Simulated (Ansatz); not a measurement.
# Ti5Al2C3: straining the crystal, equal strain of all cell vectors

How does Ti5Al2C3 answer equal strain of all cell vectors between -2 and +2 %? At each strain the shape is held and the atoms relax, within the symmetry that is left.

Computed with Ansatz 0.2.0 (DFT PBEsol, scalar-relativistic, plane waves, PAW, unless a step's input says otherwise).

2 further runs of the same task are left out: 2 set aside as unsound or not needed.

**1. Starting point**

It takes space group R-3m (No. 166, trigonal). Conventional cell: a = 3.046 Å, b = 3.046 Å, c = 48.217 Å, α = 90.00°, β = 90.00°, γ = 120.00°. Around Ti (site symmetry -3m) lie 6 C at 2.18 Å. Ti (site symmetry 3m) has 3 C at 2.06 Å in its first shell of neighbours. Around Ti (site symmetry 3m) lie 3 C at 2.09 Å. Around Al (site symmetry 3m) lie 6 Ti at 2.87 to 2.88 Å and 6 Al at 3.05 Å. C (site symmetry 3m) is surrounded by 6 Ti at 2.06 to 2.18 Å. C (site symmetry -3m) has 6 Ti at 2.09 Å in its first shell of neighbours.

As a file:

```cif
data_structure
_symmetry_space_group_name_H-M 'R-3m:H'
_symmetry_Int_Tables_number 166
_cell_length_a 3.0456
_cell_length_b 3.0456
_cell_length_c 48.2172
_cell_angle_alpha 90.000
_cell_angle_beta 90.000
_cell_angle_gamma 120.000
_cell_volume 387.32
loop_
_atom_site_label
_atom_site_type_symbol
_atom_site_symmetry_multiplicity
_atom_site_Wyckoff_symbol
_atom_site_fract_x
_atom_site_fract_y
_atom_site_fract_z
_atom_site_occupancy
Ti1 Ti 3 b 0.66667 0.33333 0.83333 1
Ti2 Ti 6 c 0.00000 0.00000 0.78462 1
Ti3 Ti 6 c 0.00000 0.00000 0.69021 1
Al1 Al 6 c 0.66667 0.33333 0.92942 1
C1 C 6 c 0.00000 0.00000 0.85989 1
C2 C 3 a 0.00000 0.00000 0.00000 1
```

It goes back to an entry of the Materials Project, which need not be the stable form.

It is the result of an earlier relaxation at this level (volume 12.91 Å³/atom; gap on the mesh: none (metal)).

**2. The unstrained reference**

Contents of input.yaml:

```yaml
crystal:
  lattice:
    - [1.5227943271, 0.8791857147, 16.0723967302]
    - [-1.5227943271, 0.8791857147, 16.0723967302]
    - [0.0, -1.7583714293, 16.0723967302]
  atoms:
    - { symbol: Ti, position: [0.5, 0.5, 0.5] }
    - { symbol: Ti, position: [0.7846243547, 0.7846243547, 0.7846243547] }
    - { symbol: Ti, position: [0.690214665, 0.690214665, 0.690214665] }
    - { symbol: Ti, position: [0.309785335, 0.309785335, 0.309785335] }
    - { symbol: Ti, position: [0.2153756453, 0.2153756453, 0.2153756453] }
    - { symbol: Al, position: [0.5960877461, 0.5960877461, 0.5960877461] }
    - { symbol: Al, position: [0.4039122539, 0.4039122539, 0.4039122539] }
    - { symbol: C, position: [0.8598921535, 0.8598921535, 0.8598921535] }
    - { symbol: C, position: [0.1401078465, 0.1401078465, 0.1401078465] }
    - { symbol: C, position: [0.0, 0.0, 0.0] }
basis:
  ecutwfc: 420
kpoints:
  mp_grid: { grid: [12, 12, 12] }
hamiltonian:
  xc: pbesol
scf:
  occupations: { method: gaussian, width: 0.1 }
output:
  forces: true
  stress: true
  eigenvalues: true
```

Run with:

```bash
ansatz run input.yaml --threads 2 --pin off --max-ram 5120MiB --backend cpu --events-out ev --progress --plain --runs-dir out
```

The program printed, cut to the lines that bear on the results:

```text
Warning: RAYON_NUM_THREADS=2 ignored (pool sized by the plan → 2); use --threads N
[...]
Pseudopotentials: kind: paw
Pseudopotential: Ti, paw, valence charge 12, recommended cutoff 420 eV (normal), Ti.paw.azcp
Pseudopotential: Al, paw, valence charge 3, recommended cutoff 420 eV (normal), Al.paw.azcp
Pseudopotential: C, paw, valence charge 4, recommended cutoff 420 eV (normal), C.paw.azcp
Functional definition: PBEsol
[...]
Crystal: 10 atoms, lattice volume = 129.108 Å³
Basis set: ecut = 420 eV, 2495 PW (Γ), FFT grids on a1−a3, a2−a3, a3, exchange–correlation on 48×48×240 points (8 copies of the dense FFT grid, shifted against one another)
Bands: 49, of which v1, the nominal top of the filled ones, is band 39 counted from 1 (38 counted from 0)
Symmetry: 12 space group operations
Space group: R-3m (ITA 166), of the structure as read, at distance tolerance 5.1e-5 Å
k-points: 189 of 1728
[...]
SCF iter   1: F=—  HF=-14166.735204 eV  |F-HF|=—  |Δ(HF+E_count)|=         —  Δρ=6.18e-3  dr2=6.26e-2  ethr=1.77e-3  ⟨swp⟩=5.2  Hψ=36796  notcnv=0  defer=17
[...]
SCF iter   8: F=-14166.718860 eV  HF=-14166.718860 eV  |F-HF|=1.58e-8  |Δ(HF+E_count)|=   2.00e-8  Δρ=1.75e-6  dr2=1.80e-8  ethr=1.28e-10  ⟨swp⟩=9.6  Hψ=31899  notcnv=0
[...]
SCF converged after 8 iterations
Free energy (F): -14166.718860 eV
[...]
E sigma→0 (E₀):  -14166.709004 eV
Entropy (-TS):   -0.019712 eV (-1.971 meV/atom)
Fermi energy:    12.148347 eV
[...]
--- Forces (eV/Å), atoms counted from 1 ---
  atom   1  Ti     0.00000000    -0.00000000     0.00000000
  atom   2  Ti    -0.00000000     0.00000000     0.00216899
  atom   3  Ti    -0.00000000     0.00000000     0.00100698
  atom   4  Ti     0.00000000    -0.00000000    -0.00100698
  atom   5  Ti     0.00000000    -0.00000000    -0.00216899
  atom   6  Al    -0.00000000     0.00000000     0.00023257
  atom   7  Al     0.00000000    -0.00000000    -0.00023257
  atom   8  C     -0.00000000     0.00000000     0.00285774
[...]
--- Stress (GPa, compression-positive) ---
       -0.029848       0.000000       0.000000
        0.000000      -0.029848       0.000000
        0.000000       0.000000      -0.027980
  P = ⅓ Tr σ = -0.0292 GPa (-0.292 kbar)
--- Band table (eV; the first three rows and the last of 189) ---
[...]
```

It took 19 s on 2 threads of Intel Xeon 6975P-C (Granite Rapids), shared host; peak memory 1.1 GiB.

The crystal is set up in a cell of 10 atoms whose axes suit the strains; its energy is the zero of the series.

**3. The cell strained by -1.0 %**

Edit input.yaml of step 2 so:

```diff
@@ -2,5 +2,5 @@
   lattice:
-    - [1.5227943271, 0.8791857147, 16.0723967302]
-    - [-1.5227943271, 0.8791857147, 16.0723967302]
-    - [0.0, -1.7583714293, 16.0723967302]
+    - [1.5075663838, 0.8703938575, 15.9116727629]
+    - [-1.5075663838, 0.8703938575, 15.9116727629]
+    - [0.0, -1.740787715, 15.9116727629]
   atoms:
@@ -28 +28,5 @@
   eigenvalues: true
+relax:
+  adjacent_minimum: "off"
+  f_tol: 0.008
+  max_steps: 40
```

Run with:

```bash
ansatz run input.yaml --threads 2 --pin off --max-ram 5120MiB --backend cpu --events-out ev --progress --plain --runs-dir out
```

The program printed, cut to the lines that bear on the results:

```text
Warning: output.stress: scf.convergence.dr2_threshold = 6.4e-8 eV (the default of a walk held to its f_tol) is looser than the 1e-9 eV advised for a printed stress (1e-10 eV for each atom of the cell: 10). What an SCF threshold leaves in a stress goes as its square root, and in the free [...]
Warning: RAYON_NUM_THREADS=2 ignored (pool sized by the plan → 2); use --threads N
[...]
Pseudopotentials: kind: paw
Pseudopotential: Ti, paw, valence charge 12, recommended cutoff 420 eV (normal), Ti.paw.azcp
Pseudopotential: Al, paw, valence charge 3, recommended cutoff 420 eV (normal), Al.paw.azcp
Pseudopotential: C, paw, valence charge 4, recommended cutoff 420 eV (normal), C.paw.azcp
Functional definition: PBEsol
[...]
Crystal: 10 atoms, lattice volume = 125.274 Å³
Basis set: ecut = 420 eV, 2387 PW (Γ), FFT grids on a1−a3, a2−a3, a3, exchange–correlation on 48×48×216 points (8 copies of the dense FFT grid, shifted against one another)
Bands: 49, of which v1, the nominal top of the filled ones, is band 39 counted from 1 (38 counted from 0)
[...]
        0.000000       5.228100      -0.000000
        0.000000      -0.000000       4.670592
  P = ⅓ Tr σ = 5.0423 GPa (50.423 kbar)
--- Band table (eV; the first three rows and the last of 189) ---
[...]
--- Relaxed structure (4 steps of the walk, 4 accepted, 0 SCFs on fresh bases) ---
  F+E_penalty+E_count = -14166.66045930 eV   max|allowed force component| = 3.569e-3 eV/Å
  atoms:
    - { symbol: Ti, position: [0.5, 0.5, 0.5] }
    - { symbol: Ti, position: [0.7841933404243249, 0.7841933404243249, 0.7841933404243249] }
    - { symbol: Ti, position: [0.6904725197766617, 0.6904725197766617, 0.6904725197766617] }
    - { symbol: Ti, position: [0.3095274802233382, 0.3095274802233382, 0.3095274802233382] }
    - { symbol: Ti, position: [0.215806659575675, 0.215806659575675, 0.215806659575675] }
    - { symbol: Al, position: [0.596140625936488, 0.596140625936488, 0.596140625936488] }
    - { symbol: Al, position: [0.40385937406351213, 0.40385937406351213, 0.40385937406351213] }
    - { symbol: C, position: [0.8600220900017129, 0.8600220900017129, 0.8600220900017129] }
    - { symbol: C, position: [0.1399779099982871, 0.1399779099982871, 0.1399779099982871] }
    - { symbol: C, position: [1.8170344729788138e-21, 1.8170344729786934e-21, 1.8170344729788134e-21] }
```

Run time: 68 s. Hardware: 2 threads of Intel Xeon 6975P-C (Granite Rapids), shared host; peak memory 1.1 GiB.

Step by step:

```
step  E - E(step 1) (eV/cell)  largest force component (eV/Å)
   1                   0.0000                          0.3208
   2                  -0.0093                          0.0846
   3                  -0.0100                          0.0378
   4                  -0.0100                          0.0036
```

Step 1 is the start.

The cell is held at each strain. Atoms start from the nearest strain of the same sign that is done.

**4. At +1.0 %**

Edit input.yaml of step 3 so:

```diff
@@ -2,5 +2,5 @@
   lattice:
-    - [1.5075663838, 0.8703938575, 15.9116727629]
-    - [-1.5075663838, 0.8703938575, 15.9116727629]
-    - [0.0, -1.740787715, 15.9116727629]
+    - [1.5380222703, 0.8879775718, 16.2331206975]
+    - [-1.5380222703, 0.8879775718, 16.2331206975]
+    - [0.0, -1.7759551436, 16.2331206975]
   atoms:
```

Run with:

```bash
ansatz run input.yaml --threads 2 --pin off --max-ram 5120MiB --backend cpu --events-out ev --progress --plain --runs-dir out
```

The program printed, cut to the lines that bear on the results:

```text
Warning: output.stress: scf.convergence.dr2_threshold = 6.4e-8 eV (the default of a walk held to its f_tol) is looser than the 1e-9 eV advised for a printed stress (1e-10 eV for each atom of the cell: 10). What an SCF threshold leaves in a stress goes as its square root, and in the free [...]
Warning: RAYON_NUM_THREADS=2 ignored (pool sized by the plan → 2); use --threads N
[...]
Pseudopotentials: kind: paw
Pseudopotential: Ti, paw, valence charge 12, recommended cutoff 420 eV (normal), Ti.paw.azcp
Pseudopotential: Al, paw, valence charge 3, recommended cutoff 420 eV (normal), Al.paw.azcp
Pseudopotential: C, paw, valence charge 4, recommended cutoff 420 eV (normal), C.paw.azcp
Functional definition: PBEsol
[...]
Crystal: 10 atoms, lattice volume = 133.020 Å³
Basis set: ecut = 420 eV, 2599 PW (Γ), FFT grids on a1−a3, a2−a3, a3, exchange–correlation on 48×48×240 points (8 copies of the dense FFT grid, shifted against one another)
Bands: 49, of which v1, the nominal top of the filled ones, is band 39 counted from 1 (38 counted from 0)
[...]
        0.000000       0.000000      -4.038095
  P = ⅓ Tr σ = -4.4393 GPa (-44.393 kbar)
--- Band table (eV; the first three rows and the last of 189) ---
[...]
--- Relaxed structure (5 steps of the walk, 5 accepted, 0 SCFs on fresh bases) ---
  F+E_penalty+E_count = -14166.66286632 eV   max|allowed force component| = 2.658e-3 eV/Å
  atoms:
    - { symbol: Ti, position: [0.5000000000000001, 0.5000000000000001, 0.5000000000000001] }
    - { symbol: Ti, position: [0.7850829550968527, 0.7850829550968527, 0.7850829550968528] }
    - { symbol: Ti, position: [0.6899596497089427, 0.6899596497089427, 0.6899596497089429] }
    - { symbol: Ti, position: [0.3100403502910572, 0.3100403502910572, 0.3100403502910572] }
    - { symbol: Ti, position: [0.21491704490314759, 0.21491704490314759, 0.2149170449031476] }
    - { symbol: Al, position: [0.5960120304491295, 0.5960120304491295, 0.5960120304491295] }
    - { symbol: Al, position: [0.40398796955087063, 0.40398796955087063, 0.40398796955087063] }
    - { symbol: C, position: [0.8597635517090363, 0.8597635517090363, 0.8597635517090364] }
    - { symbol: C, position: [0.1402364482909637, 0.1402364482909637, 0.14023644829096374] }
    - { symbol: C, position: [-7.124214369306416e-21, -7.124214369303132e-21, -7.124214369304802e-21] }
```

It took 87 s on 2 threads of Intel Xeon 6975P-C (Granite Rapids), shared host; peak memory 1.1 GiB.

Step by step:

| step | energy from step 1 (eV/cell) | largest force component (eV/Å) |
| --- | --- | --- |
| 1 | 0.0000 | 0.2979 |
| 2 | -0.0087 | 0.0882 |
| 3 | -0.0097 | 0.0394 |
| 4 | -0.0098 | 0.0026 |
| 5 | -0.0098 | 0.0027 |

Step 1 is the start.

**5. The cell strained by -2.0 %**

Contents of input.yaml:

```yaml
crystal:
  lattice:
    - [1.4923384405, 0.8616020004, 15.7509487956]
    - [-1.4923384405, 0.8616020004, 15.7509487956]
    - [0.0, -1.7232040007, 15.7509487956]
  atoms:
    - { symbol: Ti, position: [0.5, 0.5, 0.5] }
    - { symbol: Ti, position: [0.7841933404, 0.7841933404, 0.7841933404] }
    - { symbol: Ti, position: [0.6904725198, 0.6904725198, 0.6904725198] }
    - { symbol: Ti, position: [0.3095274802, 0.3095274802, 0.3095274802] }
    - { symbol: Ti, position: [0.2158066596, 0.2158066596, 0.2158066596] }
    - { symbol: Al, position: [0.5961406259, 0.5961406259, 0.5961406259] }
    - { symbol: Al, position: [0.4038593741, 0.4038593741, 0.4038593741] }
    - { symbol: C, position: [0.86002209, 0.86002209, 0.86002209] }
    - { symbol: C, position: [0.13997791, 0.13997791, 0.13997791] }
    - { symbol: C, position: [0.0, 0.0, 0.0] }
basis:
  ecutwfc: 420
kpoints:
  mp_grid: { grid: [12, 12, 12] }
hamiltonian:
  xc: pbesol
scf:
  occupations: { method: gaussian, width: 0.1 }
output:
  forces: true
  stress: true
  eigenvalues: true
relax:
  adjacent_minimum: "off"
  f_tol: 0.008
  max_steps: 40
```

Run with:

```bash
ansatz run input.yaml --threads 2 --pin off --max-ram 5120MiB --backend cpu --events-out ev --progress --plain --runs-dir out
```

The program printed, cut to the lines that bear on the results:

```text
Warning: output.stress: scf.convergence.dr2_threshold = 6.4e-8 eV (the default of a walk held to its f_tol) is looser than the 1e-9 eV advised for a printed stress (1e-10 eV for each atom of the cell: 10). What an SCF threshold leaves in a stress goes as its square root, and in the free [...]
Warning: RAYON_NUM_THREADS=2 ignored (pool sized by the plan → 2); use --threads N
[...]
Pseudopotentials: kind: paw
Pseudopotential: Ti, paw, valence charge 12, recommended cutoff 420 eV (normal), Ti.paw.azcp
Pseudopotential: Al, paw, valence charge 3, recommended cutoff 420 eV (normal), Al.paw.azcp
Pseudopotential: C, paw, valence charge 4, recommended cutoff 420 eV (normal), C.paw.azcp
Functional definition: PBEsol
[...]
Crystal: 10 atoms, lattice volume = 121.516 Å³
Basis set: ecut = 420 eV, 2309 PW (Γ), FFT grids on a1−a3, a2−a3, a3, exchange–correlation on 40×40×216 points (8 copies of the dense FFT grid, shifted against one another)
Bands: 49, of which v1, the nominal top of the filled ones, is band 39 counted from 1 (38 counted from 0)
[...]
        0.000000      11.200450      -0.000000
        0.000000      -0.000000      10.133483
  P = ⅓ Tr σ = 10.8448 GPa (108.448 kbar)
--- Band table (eV; the first three rows and the last of 189) ---
[...]
--- Relaxed structure (4 steps of the walk, 4 accepted, 0 SCFs on fresh bases) ---
  F+E_penalty+E_count = -14166.47589482 eV   max|allowed force component| = 1.402e-3 eV/Å
  atoms:
    - { symbol: Ti, position: [0.5, 0.5, 0.5] }
    - { symbol: Ti, position: [0.783765276020458, 0.783765276020458, 0.7837652760204582] }
    - { symbol: Ti, position: [0.6907122892464713, 0.6907122892464713, 0.6907122892464715] }
    - { symbol: Ti, position: [0.30928771075352873, 0.30928771075352873, 0.30928771075352873] }
    - { symbol: Ti, position: [0.21623472397954197, 0.21623472397954197, 0.216234723979542] }
    - { symbol: Al, position: [0.5962196791347639, 0.5962196791347639, 0.5962196791347639] }
    - { symbol: Al, position: [0.4037803208652361, 0.4037803208652361, 0.40378032086523613] }
    - { symbol: C, position: [0.8601507856151838, 0.8601507856151838, 0.8601507856151839] }
    - { symbol: C, position: [0.13984921438481612, 0.13984921438481612, 0.13984921438481615] }
    - { symbol: C, position: [-5.506726923233509e-21, -5.506726923233687e-21, -5.506726923164344e-21] }
```

It took 67 s on 2 threads of Intel Xeon 6975P-C (Granite Rapids), shared host; peak memory 1 GiB.

Step by step:

| step | energy from step 1 (eV/cell) | largest force component (eV/Å) |
| --- | --- | --- |
| 1 | 0.0000 | 0.3301 |
| 2 | -0.0092 | 0.0818 |
| 3 | -0.0098 | 0.0371 |
| 4 | -0.0098 | 0.0014 |

Step 1 is the start.

**6. At +2.0 %**

Contents of input.yaml:

```yaml
crystal:
  lattice:
    - [1.5532502136, 0.896769429, 16.3938446648]
    - [-1.5532502136, 0.896769429, 16.3938446648]
    - [0.0, -1.7935388579, 16.3938446648]
  atoms:
    - { symbol: Ti, position: [0.5, 0.5, 0.5] }
    - { symbol: Ti, position: [0.7850829551, 0.7850829551, 0.7850829551] }
    - { symbol: Ti, position: [0.6899596497, 0.6899596497, 0.6899596497] }
    - { symbol: Ti, position: [0.3100403503, 0.3100403503, 0.3100403503] }
    - { symbol: Ti, position: [0.2149170449, 0.2149170449, 0.2149170449] }
    - { symbol: Al, position: [0.5960120304, 0.5960120304, 0.5960120304] }
    - { symbol: Al, position: [0.4039879696, 0.4039879696, 0.4039879696] }
    - { symbol: C, position: [0.8597635517, 0.8597635517, 0.8597635517] }
    - { symbol: C, position: [0.1402364483, 0.1402364483, 0.1402364483] }
    - { symbol: C, position: [0.0, 0.0, 0.0] }
basis:
  ecutwfc: 420
kpoints:
  mp_grid: { grid: [12, 12, 12] }
hamiltonian:
  xc: pbesol
scf:
  occupations: { method: gaussian, width: 0.1 }
output:
  forces: true
  stress: true
  eigenvalues: true
relax:
  adjacent_minimum: "off"
  f_tol: 0.008
  max_steps: 40
```

Run with:

```bash
ansatz run input.yaml --threads 2 --pin off --max-ram 5120MiB --backend cpu --events-out ev --progress --plain --runs-dir out
```

The program printed, cut to the lines that bear on the results:

```text
Warning: output.stress: scf.convergence.dr2_threshold = 6.4e-8 eV (the default of a walk held to its f_tol) is looser than the 1e-9 eV advised for a printed stress (1e-10 eV for each atom of the cell: 10). What an SCF threshold leaves in a stress goes as its square root, and in the free [...]
Warning: RAYON_NUM_THREADS=2 ignored (pool sized by the plan → 2); use --threads N
[...]
Pseudopotentials: kind: paw
Pseudopotential: Ti, paw, valence charge 12, recommended cutoff 420 eV (normal), Ti.paw.azcp
Pseudopotential: Al, paw, valence charge 3, recommended cutoff 420 eV (normal), Al.paw.azcp
Pseudopotential: C, paw, valence charge 4, recommended cutoff 420 eV (normal), C.paw.azcp
Functional definition: PBEsol
[...]
Crystal: 10 atoms, lattice volume = 137.011 Å³
Basis set: ecut = 420 eV, 2677 PW (Γ), FFT grids on a1−a3, a2−a3, a3, exchange–correlation on 48×48×240 points (8 copies of the dense FFT grid, shifted against one another)
Bands: 49, of which v1, the nominal top of the filled ones, is band 39 counted from 1 (38 counted from 0)
[...]
        0.000000       0.000000      -7.440325
  P = ⅓ Tr σ = -8.2648 GPa (-82.648 kbar)
--- Band table (eV; the first three rows and the last of 189) ---
[...]
--- Relaxed structure (5 steps of the walk, 5 accepted, 0 SCFs on fresh bases) ---
  F+E_penalty+E_count = -14166.50329887 eV   max|allowed force component| = 2.688e-3 eV/Å
  atoms:
    - { symbol: Ti, position: [0.5000000000000001, 0.5000000000000001, 0.49999999999999994] }
    - { symbol: Ti, position: [0.7855496555616149, 0.7855496555616149, 0.7855496555616146] }
    - { symbol: Ti, position: [0.6896954428357998, 0.6896954428357998, 0.6896954428357996] }
    - { symbol: Ti, position: [0.31030455716420047, 0.31030455716420047, 0.3103045571642004] }
    - { symbol: Ti, position: [0.2144503444383854, 0.2144503444383854, 0.21445034443838532] }
    - { symbol: Al, position: [0.5959470211235368, 0.5959470211235368, 0.5959470211235366] }
    - { symbol: Al, position: [0.4040529788764634, 0.4040529788764634, 0.40405297887646335] }
    - { symbol: C, position: [0.8596297230804637, 0.8596297230804637, 0.8596297230804636] }
    - { symbol: C, position: [0.14037027691953646, 0.14037027691953646, 0.14037027691953638] }
    - { symbol: C, position: [-1.410873826065052e-20, -1.4108738260650455e-20, -1.4108738261043874e-20] }
```

Run time: 89 s. Hardware: 2 threads of Intel Xeon 6975P-C (Granite Rapids), shared host; peak memory 1.1 GiB.

The steps of the relaxation:

```
step  energy from step 1 (eV/cell)  largest force component (eV/Å)
   1                        0.0000                          0.2901
   2                       -0.0087                          0.0868
   3                       -0.0099                          0.0384
   4                       -0.0100                          0.0027
   5                       -0.0100                          0.0027
```

Step 1 is the start.

**7. The series**

Lengths are those of the vectors of the cell that was run; stresses in GPa:

```csv
strain (%),ΔE (meV/atom),a (Å),b (Å),c (Å),σxx,σyy,σzz
-2.0,24.3,15.845,15.845,15.845,11.20,11.20,10.13
-1.0,5.8,16.007,16.007,16.007,5.23,5.23,4.67
+0.0,0.0,16.168,16.168,16.168,-0.03,-0.03,-0.03
+1.0,5.6,16.330,16.330,16.330,-4.64,-4.64,-4.04
+2.0,21.5,16.492,16.492,16.492,-8.68,-8.68,-7.44
```

ΔE is over the unstrained cell. Stress in GPa, positive in compression, on the Cartesian axes of the input. 

**8. Results**

| quantity | value |
| --- | --- |
| largest energy cost | 24.3 meV/atom at -2.0 % |
| (1/V) d²E/dε² at zero strain, cubic fit | 1421 GPa |

In words: The curvature of the energy, 1421 GPa, is nine times the bulk modulus at fixed shape. Compression by 2 % costs 24.3 meV/atom and stretching 21.5.
